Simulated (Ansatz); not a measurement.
# BeCdTeSe: one candidate of a structure search

The task: take a trial cell of BeCdTeSe to zero force and stress.

Computed with Ansatz 0.2.0 (DFT PBE, scalar-relativistic, plane waves, PAW, unless a step's input says otherwise).

## (1) The structure to begin with

Symmetry: P4/mmm, No. 123, tetragonal system. The conventional cell has a = 3.947 Å, b = 3.947 Å, c = 5.568 Å, α = 90.00°, β = 90.00°, γ = 90.00°. Be (site symmetry 4/mmm) has 2 Te at 2.78 Å and 4 Cd at 2.79 Å in its first shell of neighbours. Cd (site symmetry 4/mmm) is surrounded by 2 Se at 2.78 Å and 4 Be at 2.79 Å. Around Te (site symmetry 4/mmm) lie 2 Be at 2.78 Å and 4 Se at 2.79 Å. Se (site symmetry 4/mmm) is surrounded by 2 Cd at 2.78 Å and 4 Te at 2.79 Å.

Coordinates:

```xyz
4
Lattice="3.9471 0.0000 0.0000 0.0000 3.9471 0.0000 0.0000 0.0000 5.5678" Properties=species:S:1:pos:R:3 pbc="T T T"
Be    0.0000    0.0000    2.7839
Cd    1.9735    1.9735    2.7839
Te    0.0000    0.0000    0.0000
Se    1.9735    1.9735    0.0000
```

The cell is invented: species swapped into a database cell of PrSmSeS (P4/mmm, No. 123), with Te on the Pr sites, Cd on the Sm sites and Be on the S sites. Lengths come from tabulated atomic sizes and are only a guess.

## (2) A first look at the guess

Contents of input.yaml:

```yaml
crystal:
  lattice:
    - [3.9470928, 0.0, 0.0]
    - [0.0, 3.9470928, 0.0]
    - [0.0, 0.0, 5.56776674]
  atoms:
    - { symbol: Be, position: [0.0, 0.0, 0.5] }
    - { symbol: Cd, position: [0.5, 0.5, 0.5] }
    - { symbol: Te, position: [0.0, 0.0, 0.0] }
    - { symbol: Se, position: [0.5, 0.5, 0.0] }
basis:
  ecutwfc: 420
kpoints:
  mp_grid: { grid: [4, 4, 4] }
hamiltonian:
  xc: pbe
scf:
  occupations: { method: gaussian, width: 0.1 }
  lower_state_search: "off"
output:
  forces: true
  stress: true
  eigenvalues: true
```

Command:

```
> ansatz run input.yaml --threads 1 --pin off --max-ram 2560MiB --backend cpu --events-out ev --progress --plain --runs-dir out
```

What it wrote, cut to the lines that bear on the results:

```text
Warning: RAYON_NUM_THREADS=1 ignored (pool sized by the plan → 1); use --threads N
[...]
Pseudopotentials: kind: paw
Pseudopotential: Be, paw, valence charge 2, recommended cutoff 420 eV (normal), Be.paw.azcp
Pseudopotential: Cd, paw, valence charge 20, recommended cutoff 420 eV (normal), Cd.paw.azcp
Pseudopotential: Te, paw, valence charge 16, recommended cutoff 420 eV (normal), Te.paw.azcp
Pseudopotential: Se, paw, valence charge 16, recommended cutoff 420 eV (normal), Se.paw.azcp
Functional definition: PBE
[...]
Crystal: 4 atoms, lattice volume = 86.743 Å³
Basis set: ecut = 420 eV, 1715 PW (Γ), exchange–correlation on 54×54×80 points (8 copies of the dense FFT grid, shifted against one another)
Bands: 33, of which v1, the nominal top of the filled ones, is band 27 counted from 1 (26 counted from 0)
Symmetry: 16 space group operations
Space group: P4/mmm (ITA 123), of the structure as read, at distance tolerance 4.4e-5 Å
k-points: 18 of 64
[...]
SCF iter   1: F=—  HF=-20794.640871 eV  |F-HF|=—  |Δ(HF+E_count)|=         —  Δρ=2.25e-3  dr2=9.61e-3  ethr=1.77e-3  ⟨swp⟩=6.7  Hψ=2517  notcnv=0
[...]
SCF iter   8: F=-20794.639780 eV  HF=-20794.639780 eV  |F-HF|=8.14e-9  |Δ(HF+E_count)|=   1.41e-8  Δρ=4.31e-6  dr2=1.42e-8  ethr=1.85e-10  ⟨swp⟩=8.2  Hψ=2470  notcnv=0
[...]
SCF converged after 8 iterations
Free energy (F): -20794.639780 eV
[...]
E sigma→0 (E₀):  -20794.632405 eV
Entropy (-TS):   -0.014751 eV (-3.688 meV/atom)
Fermi energy:    10.612754 eV
[...]
--- Forces (eV/Å), atoms counted from 1 ---
  atom   1  Be    -0.00000000    -0.00000000     0.00000000
  atom   2  Cd     0.00000000     0.00000000     0.00000000
  atom   3  Te    -0.00000000     0.00000000     0.00000000
  atom   4  Se     0.00000000     0.00000000     0.00000000
[...]
--- Stress (GPa, compression-positive) ---
        4.414066       0.000000       0.000000
        0.000000       4.414066       0.000000
        0.000000       0.000000       3.671661
  P = ⅓ Tr σ = 4.1666 GPa (41.666 kbar)
--- Band table (eV; the first three rows and the last of 18) ---
[...]
```

It took 7.3 s on 1 thread of Intel Xeon at 2.50GHz (Skylake/Cascade Lake), shared host; peak memory 0.41 GiB.

The probe gives pressure 4.2 GPa, largest force 0.00 eV/Å, gap on this mesh none (metal). A guess like this is first relaxed loosely on the coarse mesh.

## (3) A loose first relaxation

input.yaml, as its differences from that of step 2:

```diff
@@ -23 +23,6 @@
   eigenvalues: true
+relax:
+  adjacent_minimum: "off"
+  f_tol: 0.04
+  max_steps: 70
+  cell: { stress_tol: 0.4 }
```

Command:

```
> ansatz run input.yaml --threads 1 --pin off --max-ram 2560MiB --backend cpu --events-out ev --progress --plain --runs-dir out
```

What it wrote:

```text
Warning: RAYON_NUM_THREADS=1 ignored (pool sized by the plan → 1); use --threads N
Engine: ansatz 0.2.0, x86_64-unknown-linux-gnu
[... 6 set-up lines as earlier in the session ...]
  parameter kappa = 0.804
  parameter beta = 0.06672455060314922
  exchange = pbe_x(kappa = kappa, mu = beta*pi^2/3)
  correlation = pbe_c(beta = beta)
Crystal: 4 atoms, lattice volume = 86.743 Å³
Basis set: ecut = 420 eV, 1715 PW (Γ), exchange–correlation on 54×54×80 points (8 copies of the dense FFT grid, shifted against one another)
Bands: 33, of which v1, the nominal top of the filled ones, is band 27 counted from 1 (26 counted from 0)
[... 2 set-up lines as earlier in the session ...]
k-points: 18 of 64
Non-local potential: Be, projectors of the file, l = 0: 2, l = 1: 2, l = 2: 1
Non-local potential: Cd, projectors of the file, l = 0: 3, l = 1: 2, l = 2: 2, l = 3: 1
Non-local potential: Te, projectors of the file, l = 0: 2, l = 1: 2, l = 2: 2, l = 3: 2
Non-local potential: Se, projectors of the file, l = 0: 2, l = 1: 2, l = 2: 3, l = 3: 1
PAW form: soft (Blöchl's): semilocal exchange-correlation on the pseudo side does not see the compensation charge
PAW one-centre angular grid: Be, 110 points (default); XC on 64 Gauss nodes
PAW one-centre angular grid: Cd, 590 points (default); XC on 64 Gauss nodes
PAW one-centre angular grid: Te, 590 points (default); XC on 64 Gauss nodes
PAW one-centre angular grid: Se, 590 points (default); XC on 64 Gauss nodes
Initial density: superposition of atomic densities (neutral atoms: chi_scale 0, normalization atom), corrected by the library's trained network
Initial wavefunctions: pseudopotential atomic-orbital guess
Functional: x = pbe(κ = 0.804, μ = 0.2195149727645171), c = pbe(β = 0.06672455060314922)
SCF iter   1: F=—  HF=-20794.640870 eV  |F-HF|=—  |Δ(HF+E_count)|=         —  Δρ=2.25e-3  dr2=9.61e-3  ethr=1.77e-3  ⟨swp⟩=6.7  Hψ=2517  notcnv=0
preconditioner: auto → Kerker (q_TF=auto, 2.521 Å⁻¹)  [metal: Δε(μ)=0.018 eV  Ē_g=10.138 eV  σ=0.100 eV  W_gap=0.10  n_scr=28 (ndim 8)  ℏωp=20.3 eV  f_vac=0.000  D(μ)=2.85/eV (n_scr^D=20)]
SCF iter   2: F=—  HF=-20794.640057 eV  |F-HF|=—  |Δ(HF+E_count)|=   8.13e-4  Δρ=1.25e-3  dr2=2.95e-3  ethr=1.78e-5  ⟨swp⟩=1.9  Hψ=914  notcnv=0
SCF iter   3: F=—  HF=-20794.639820 eV  |F-HF|=—  |Δ(HF+E_count)|=   2.37e-4  Δρ=3.87e-4  dr2=4.05e-4  ethr=5.46e-6  ⟨swp⟩=2.0  Hψ=636  notcnv=0
SCF iter   4: F=—  HF=-20794.639741 eV  |F-HF|=—  |Δ(HF+E_count)|=   7.90e-5  Δρ=1.53e-4  dr2=4.60e-5  ethr=7.51e-7  ⟨swp⟩=2.0  Hψ=992  notcnv=0
SCF iter   5: F=—  HF=-20794.639782 eV  |F-HF|=—  |Δ(HF+E_count)|=   4.02e-5  Δρ=6.65e-5  dr2=6.72e-6  ethr=8.53e-8  ⟨swp⟩=2.0  Hψ=992  notcnv=0
SCF iter   6: F=—  HF=-20794.639780 eV  |F-HF|=—  |Δ(HF+E_count)|=   1.28e-6  Δρ=2.69e-5  dr2=1.28e-6  ethr=1.24e-8  ⟨swp⟩=2.1  Hψ=981  notcnv=0
SCF iter   7: F=—  HF=-20794.639780 eV  |F-HF|=—  |Δ(HF+E_count)|=   1.20e-7  Δρ=1.05e-5  dr2=1.95e-7  ethr=2.37e-9  ⟨swp⟩=2.3  Hψ=777  notcnv=0
SCF iter   8: F=-20794.639780 eV  HF=-20794.639780 eV  |F-HF|=8.13e-9  |Δ(HF+E_count)|=   1.41e-8  Δρ=4.31e-6  dr2=1.42e-8  ethr=1.85e-10  ⟨swp⟩=8.2  Hψ=2471  notcnv=0
SCF 1 converged in 8 iterations: F = -20794.639780 eV  dr2 = 1.42e-8
relax step   1: F+E_penalty+E_count = -20794.63978017 eV  Δ(F+E_penalty+E_count) = +0.000e0 eV  max|allowed force component| = 5.696e-28 eV/Å  Δτ_max = 0.0000 Å  P = +4.167 GPa  Ω = 86.743 Å³  (8 SCF iters, dr2 threshold 1.00e-7 eV, accepted)
Crystal: 4 atoms, lattice volume = 99.199 Å³
Basis set: ecut = 420 eV, 1923 PW (Γ), exchange–correlation on 54×54×80 points (8 copies of the dense FFT grid, shifted against one another)
Initial density: handed on by an earlier stage of this run
Initial wavefunctions: those handed on with the density
iter 1 solved again at ethr=1.01e-3 eV; its pass at ethr=3.10e-3 eV (dr2=5.44e-1 eV) is discarded
SCF iter   1: F=—  HF=-20794.735257 eV  |F-HF|=—  |Δ(HF+E_count)|=         —  Δρ=9.51e-3  dr2=5.44e-1  ethr=1.01e-3  ⟨swp⟩=1.0  Hψ=3437  notcnv=0
preconditioner: auto → Kerker (q_TF=auto, 2.465 Å⁻¹)  [metal: Δε(μ)=0.100 eV  Ē_g=9.572 eV  σ=0.100 eV  W_gap=0.42  n_scr=28 (ndim 8)  ℏωp=19.0 eV  f_vac=0.006  D(μ)=3.84/eV (n_scr^D=28)]
SCF iter   2: F=—  HF=-20794.671264 eV  |F-HF|=—  |Δ(HF+E_count)|=   6.40e-2  Δρ=4.54e-3  dr2=1.30e-1  ethr=1.01e-3  ⟨swp⟩=2.0  Hψ=662  notcnv=0
preconditioner: auto → Resta (q_TF=auto, 2.465 Å⁻¹)  ε∞=5.0  [insulator: Δε(μ)=0.132 eV  Ē_g=9.556 eV  σ=0.100 eV  W_gap=0.64  n_scr=28 (ndim 8)  ℏωp=19.0 eV  f_vac=0.005  D(μ)=2.35/eV (n_scr^D=14)  ε∞_Penn≈5.0]
SCF iter   3: F=—  HF=-20794.648995 eV  |F-HF|=—  |Δ(HF+E_count)|=   2.23e-2  Δρ=1.61e-3  dr2=1.28e-2  ethr=2.41e-4  ⟨swp⟩=1.8  Hψ=754  notcnv=0  defer=12
SCF iter   4: F=—  HF=-20794.646796 eV  |F-HF|=—  |Δ(HF+E_count)|=   2.20e-3  Δρ=6.48e-4  dr2=1.55e-3  ethr=2.37e-5  ⟨swp⟩=2.0  Hψ=964  notcnv=0  defer=12
SCF iter   5: F=—  HF=-20794.646259 eV  |F-HF|=—  |Δ(HF+E_count)|=   5.38e-4  Δρ=3.06e-4  dr2=1.35e-4  ethr=2.87e-6  ⟨swp⟩=2.1  Hψ=1031  notcnv=0  defer=12
SCF iter   6: F=—  HF=-20794.646353 eV  |F-HF|=—  |Δ(HF+E_count)|=   9.49e-5  Δρ=1.04e-4  dr2=2.43e-5  ethr=2.51e-7  ⟨swp⟩=2.1  Hψ=933  notcnv=0  defer=12
SCF iter   7: F=—  HF=-20794.646352 eV  |F-HF|=—  |Δ(HF+E_count)|=   1.21e-6  Δρ=2.37e-5  dr2=7.00e-7  ethr=4.51e-8  ⟨swp⟩=2.0  Hψ=996  notcnv=0  defer=12
SCF iter   8: F=-20794.646352 eV  HF=-20794.646352 eV  |F-HF|=1.14e-7  |Δ(HF+E_count)|=   3.31e-7  Δρ=1.43e-5  dr2=1.64e-7  ethr=7.41e-10  ⟨swp⟩=9.2  Hψ=2840  notcnv=0
SCF 2 converged in 8 iterations: F = -20794.646352 eV  dr2 = 1.64e-7
relax step   2: F+E_penalty+E_count = -20794.64635176 eV  Δ(F+E_penalty+E_count) = -6.572e-3 eV  max|allowed force component| = 1.932e-28 eV/Å  Δτ_max = 0.0000 Å  P = -3.031 GPa  Ω = 99.199 Å³  energy of the carried Pulay correction = -2.532e-3 eV  (8 SCF iters, dr2 threshold 4.00e-7 eV, accepted)
Crystal: 4 atoms, lattice volume = 94.042 Å³
Basis set: ecut = 420 eV, 1875 PW (Γ), exchange–correlation on 54×54×80 points (8 copies of the dense FFT grid, shifted against one another)
iter 1 solved again at ethr=2.95e-5 eV; its pass at ethr=3.10e-3 eV (dr2=1.59e-2 eV) is discarded
SCF iter   1: F=—  HF=-20794.728131 eV  |F-HF|=—  |Δ(HF+E_count)|=         —  Δρ=1.90e-3  dr2=1.57e-2  ethr=2.95e-5  ⟨swp⟩=2.0  Hψ=3142  notcnv=0
preconditioner: auto → Resta (q_TF=auto, 2.487 Å⁻¹)  ε∞=5.0  [insulator: Δε(μ)=0.208 eV  Ē_g=9.777 eV  σ=0.100 eV  W_gap=0.66  n_scr=28 (ndim 8)  ℏωp=19.5 eV  f_vac=0.000  D(μ)=1.29/eV (n_scr^D=6)  ε∞_Penn≈5.0]
SCF iter   2: F=—  HF=-20794.724703 eV  |F-HF|=—  |Δ(HF+E_count)|=   3.43e-3  Δρ=1.03e-3  dr2=4.37e-3  ethr=2.91e-5  ⟨swp⟩=1.9  Hψ=628  notcnv=0
SCF iter   3: F=—  HF=-20794.723545 eV  |F-HF|=—  |Δ(HF+E_count)|=   1.16e-3  Δρ=3.02e-4  dr2=1.68e-4  ethr=8.09e-6  ⟨swp⟩=2.0  Hψ=687  notcnv=0
SCF iter   4: F=—  HF=-20794.723630 eV  |F-HF|=—  |Δ(HF+E_count)|=   8.50e-5  Δρ=1.54e-4  dr2=3.38e-5  ethr=3.11e-7  ⟨swp⟩=2.0  Hψ=1010  notcnv=0
SCF iter   5: F=—  HF=-20794.723618 eV  |F-HF|=—  |Δ(HF+E_count)|=   1.26e-5  Δρ=5.29e-5  dr2=2.63e-6  ethr=6.26e-8  ⟨swp⟩=2.0  Hψ=993  notcnv=0
SCF iter   6: F=-20794.723619 eV  HF=-20794.723619 eV  |F-HF|=1.14e-7  |Δ(HF+E_count)|=   1.69e-6  Δρ=2.00e-5  dr2=3.21e-7  ethr=7.41e-10  ⟨swp⟩=7.0  Hψ=2769  notcnv=0
SCF 3 converged in 6 iterations: F = -20794.723619 eV  dr2 = 3.21e-7
relax step   3: F+E_penalty+E_count = -20794.72361931 eV  Δ(F+E_penalty+E_count) = -7.727e-2 eV  max|allowed force component| = 1.911e-28 eV/Å  Δτ_max = 0.0000 Å  P = -0.364 GPa  Ω = 94.042 Å³  energy of the carried Pulay correction = -1.509e-3 eV  (6 SCF iters, dr2 threshold 4.00e-7 eV, accepted)
Crystal: 4 atoms, lattice volume = 93.458 Å³
Basis set: ecut = 420 eV, 1843 PW (Γ), exchange–correlation on 54×54×80 points (8 copies of the dense FFT grid, shifted against one another)
iter 1 solved again at ethr=3.05e-7 eV; its pass at ethr=3.10e-3 eV (dr2=1.65e-4 eV) is discarded
SCF iter   1: F=—  HF=-20794.724986 eV  |F-HF|=—  |Δ(HF+E_count)|=         —  Δρ=2.44e-4  dr2=9.84e-5  ethr=3.05e-7  ⟨swp⟩=3.1  Hψ=3256  notcnv=0
preconditioner: auto → Resta (q_TF=auto, 2.490 Å⁻¹)  ε∞=5.0  [insulator: Δε(μ)=0.238 eV  Ē_g=9.805 eV  σ=0.100 eV  W_gap=0.64  n_scr=28 (ndim 8)  ℏωp=19.6 eV  f_vac=0.000  D(μ)=1.16/eV (n_scr^D=2)  ε∞_Penn≈5.0]
SCF iter   2: F=—  HF=-20794.725069 eV  |F-HF|=—  |Δ(HF+E_count)|=   8.26e-5  Δρ=1.53e-4  dr2=3.70e-5  ethr=1.82e-7  ⟨swp⟩=1.3  Hψ=600  notcnv=0
SCF iter   3: F=—  HF=-20794.725063 eV  |F-HF|=—  |Δ(HF+E_count)|=   5.61e-6  Δρ=2.87e-5  dr2=1.15e-6  ethr=6.86e-8  ⟨swp⟩=2.0  Hψ=723  notcnv=0
SCF iter   4: F=-20794.725064 eV  HF=-20794.725064 eV  |F-HF|=2.67e-8  |Δ(HF+E_count)|=   3.35e-7  Δρ=1.02e-5  dr2=9.32e-8  ethr=7.41e-10  ⟨swp⟩=6.8  Hψ=2626  notcnv=0
SCF 4 converged in 4 iterations: F = -20794.725064 eV  dr2 = 9.32e-8
relax step   4: F+E_penalty+E_count = -20794.72506356 eV  Δ(F+E_penalty+E_count) = -1.444e-3 eV  max|allowed force component| = 1.282e-30 eV/Å  Δτ_max = 0.0000 Å  P = +0.057 GPa  Ω = 93.458 Å³  energy of the carried Pulay correction = -1.386e-3 eV  (4 SCF iters, dr2 threshold 4.00e-7 eV, accepted)
Initial wavefunctions: pseudopotential atomic-orbital guess (no wavefunctions were taken with the density)
iter 1 solved again at ethr=3.63e-7 eV; its pass at ethr=3.10e-3 eV (dr2=1.96e-4 eV) is discarded
SCF iter   1: F=—  HF=-20794.722626 eV  |F-HF|=—  |Δ(HF+E_count)|=         —  Δρ=6.21e-4  dr2=9.60e-6  ethr=3.63e-7  ⟨swp⟩=3.1  Hψ=3939  notcnv=0
preconditioner: auto → Resta (q_TF=auto, 2.490 Å⁻¹)  ε∞=5.0  [insulator: Δε(μ)=0.240 eV  Ē_g=9.806 eV  σ=0.100 eV  W_gap=0.64  n_scr=28 (ndim 8)  ℏωp=19.6 eV  f_vac=0.000  D(μ)=1.16/eV (n_scr^D=2)  ε∞_Penn≈5.0]
SCF iter   2: F=—  HF=-20794.725339 eV  |F-HF|=—  |Δ(HF+E_count)|=   2.71e-3  Δρ=3.13e-4  dr2=2.36e-6  ethr=1.78e-8  ⟨swp⟩=2.3  Hψ=905  notcnv=0
SCF iter   3: F=—  HF=-20794.726255 eV  |F-HF|=—  |Δ(HF+E_count)|=   9.16e-4  Δρ=3.43e-5  dr2=4.77e-8  ethr=4.37e-9  ⟨swp⟩=2.1  Hψ=728  notcnv=0
SCF iter   4: F=-20794.726265 eV  HF=-20794.726265 eV  |F-HF|=9.17e-9  |Δ(HF+E_count)|=   1.04e-5  Δρ=2.12e-6  dr2=2.41e-9  ethr=4.74e-12  ⟨swp⟩=4.4  Hψ=2932  notcnv=0
SCF 5 converged in 4 iterations: F = -20794.726265 eV  dr2 = 2.41e-9
relax step   5: F+E_penalty+E_count = -20794.72626546 eV  Δ(F+E_penalty+E_count) = -1.202e-3 eV  max|allowed force component| = 3.831e-29 eV/Å  Δτ_max = 0.0000 Å  P = +0.048 GPa  Ω = 93.458 Å³  stress off target by 1.17e-1 GPa  SCF on the basis re-selected at this cell (its energy is not comparable with the rows above)  (4 SCF iters)
basis re-selected at this cell: Δ(F+E_penalty+E_count) = -1.202e-3 eV, ΔP = -0.008 GPa vs the last step (what re-selecting the basis moved, of the pressure what is left beyond the Pulay correction that the steps carried, after the strain that the cell walked since its last selection, with what the two solves' SCF thresholds leave and, on support functions, any second-order correction that the steps lacked; it is no measure of the basis error at this ecutwfc). This SCF's stress stands 1.17e-1 GPa from its target on what of the cell is left free (relax.cell.stress_tol is 4.00e-1 GPa) and its largest allowed force component is 3.83e-29 eV/Å (relax.f_tol is 4.00e-2 eV/Å): within both
SCF converged after 4 iterations
Free energy (F): -20794.726265 eV
Harris-Foulkes:  -20794.726265 eV  (|F-HF|=9.17e-9)
Internal energy: -20794.720466 eV  (E = F + TS)
E sigma→0 (E₀):  -20794.723365 eV
Entropy (-TS):   -0.005800 eV (-1.450 meV/atom)
Fermi energy:    9.521772 eV
--- Per-component energies (eV) ---
  E_band       = -1106.021276
  E_kinetic    = 817.720087
  E_local      = -7466.989331  (includes V_loc(G=0)·N_el)
  E_nonlocal   = -868.152176
  E_hartree    = 3777.213288
  E_xc         = -422.452415
  E_vxc        = -441.425679  (∫ρ·V_xc dr)
  E_paw        = -10715.484955  (= ΣΔE_a)
  E_vpaw       = -701.598676  (= ΣTr[D̂ρ^β])
  E_aug_tail   = -0.000679  (compensation charges beyond the density's cutoff)
  E_ewald      = -5916.574283
  E_smearing   = -0.005800  (= −TS)
  E_closure    = -0.000000  (closes the sum)
  Σ components = -20794.726265   (vs F -20794.726265, Δ=0.00e0)
--- Forces (eV/Å), atoms counted from 1 ---
  atom   1  Be     0.00000000     0.00000000     0.00000000
  atom   2  Cd     0.00000000    -0.00000000     0.00000000
  atom   3  Te     0.00000000     0.00000000     0.00000000
  atom   4  Se     0.00000000     0.00000000     0.00000000
  max |Σ_I F_I| component: 5.21e-29 eV/Å
--- Stress (GPa, compression-positive) ---
        0.116956       0.000000       0.000000
        0.000000       0.116956       0.000000
        0.000000       0.000000      -0.089222
  P = ⅓ Tr σ = 0.0482 GPa (0.482 kbar)
--- Band table (eV; the first three rows and the last of 18) ---
  k-point 0: bands = ["-92.9456", "-54.0063", "-54.0063", "-53.9801", "-38.9795", "-38.9791", "-38.8704", "-38.8704", "-38.8368", "-28.1626", "-28.1558", "-28.0355", "-28.0355", "-27.9971", "-5.5953", "-0.2054", "1.0944", "1.1847", "1.2304", "1.2304", "1.3252", "4.0415", "4.5901", "4.8218", "4.8218", "8.5212", "11.4782", "11.4782", "12.3129", "12.4866", "12.4866", "13.7498", "15.1519"]
  k-point 1: bands = ["-92.9456", "-54.0063", "-54.0063", "-53.9801", "-38.9795", "-38.9791", "-38.8704", "-38.8704", "-38.8368", "-28.1626", "-28.1558", "-28.0355", "-28.0355", "-27.9971", "-5.5679", "-0.1155", "1.0948", "1.1334", "1.1848", "1.2169", "1.2169", "2.8714", "4.8824", "4.8824", "6.5374", "8.5740", "11.2984", "11.2984", "12.3215", "12.3215", "12.3732", "12.8099", "14.5303"]
  k-point 2: bands = ["-92.9456", "-54.0063", "-54.0063", "-53.9801", "-38.9795", "-38.9791", "-38.8704", "-38.8704", "-38.8368", "-28.1626", "-28.1558", "-28.0355", "-28.0355", "-27.9971", "-5.5398", "0.0033", "0.9082", "1.0952", "1.1848", "1.2037", "1.2037", "2.4000", "4.9446", "4.9446", "8.5373", "8.7598", "10.3412", "11.0881", "11.0881", "12.2525", "12.2525", "12.4397", "15.9358"]
  k-point 17: bands = ["-92.9456", "-54.0067", "-54.0067", "-53.9801", "-38.9796", "-38.9787", "-38.8704", "-38.8704", "-38.8366", "-28.1593", "-28.1570", "-28.0362", "-28.0362", "-27.9944", "-3.8281", "-1.7870", "0.9224", "1.0022", "1.0781", "1.0781", "1.3387", "2.9505", "2.9505", "5.7158", "6.1005", "8.1371", "8.1371", "11.7362", "12.2539", "12.4692", "13.8686", "13.8686", "14.5626"]
--- Relaxed structure (4 steps of the walk, 4 accepted, 1 SCFs on fresh bases) ---
  F+E_penalty+E_count = -20794.72626546 eV   max|allowed force component| = 3.831e-29 eV/Å   (the final SCF, on the basis selected at the relaxed cell)
  cell:  # Å, volume = 93.4576 Å³
    - [4.024006478550954, 2.747636244428459e-33, 0.0]
    - [2.747636244428459e-33, 4.024006478550954, 0.0]
    - [0.0, 0.0, 5.771616716719457]
  atoms:
    - { symbol: Be, position: [-2.8971219133229426e-34, -3.0496020140241503e-35, 0.49999999999999994] }
    - { symbol: Cd, position: [0.49999999999999994, 0.49999999999999994, 0.49999999999999994] }
    - { symbol: Te, position: [-1.052112694838332e-33, -2.4396816112193204e-35, 0.0] }
    - { symbol: Se, position: [0.49999999999999994, 0.49999999999999994, 0.0] }
```

Wall time 36 s (1 thread of Intel Xeon at 2.50GHz (Skylake/Cascade Lake), shared host); peak memory 0.43 GiB.

Step by step:

| step | energy from step 1 (eV/cell) | largest force component (eV/Å) | pressure (GPa) | volume (Å³) |
| --- | --- | --- | --- | --- |
| 1 | 0.0000 | 0.0000 | 4.17 | 86.74 |
| 2 | -0.0066 | 0.0000 | -3.03 | 99.20 |
| 3 | -0.0838 | 0.0000 | -0.36 | 94.04 |
| 4 | -0.0853 | 0.0000 | 0.06 | 93.46 |
| 5 | -0.0865 | 0.0000 | 0.05 | 93.46 |

Step 1 is the start. Step 5 repeats the geometry before it on a plane-wave basis chosen anew for that cell, so its energy need not be comparable with the rows above.

|  | before | after | change |
| --- | --- | --- | --- |
| a (Å) | 3.947 | 4.024 | +1.9 % |
| b (Å) | 3.947 | 4.024 | +1.9 % |
| c (Å) | 5.568 | 5.772 | +3.7 % |
| volume (Å³/atom) | 21.69 | 23.36 | +7.7 % |
| shortest distance (Å) | 2.784 | 2.845 | +2.2 % |
| space group (0.01 Å) | P4/mmm | P4/mmm | same |

Forces and stress were held to the start's 16 operations: a distortion of lower symmetry was not tested.

(Part 1 of 2 ends here.)
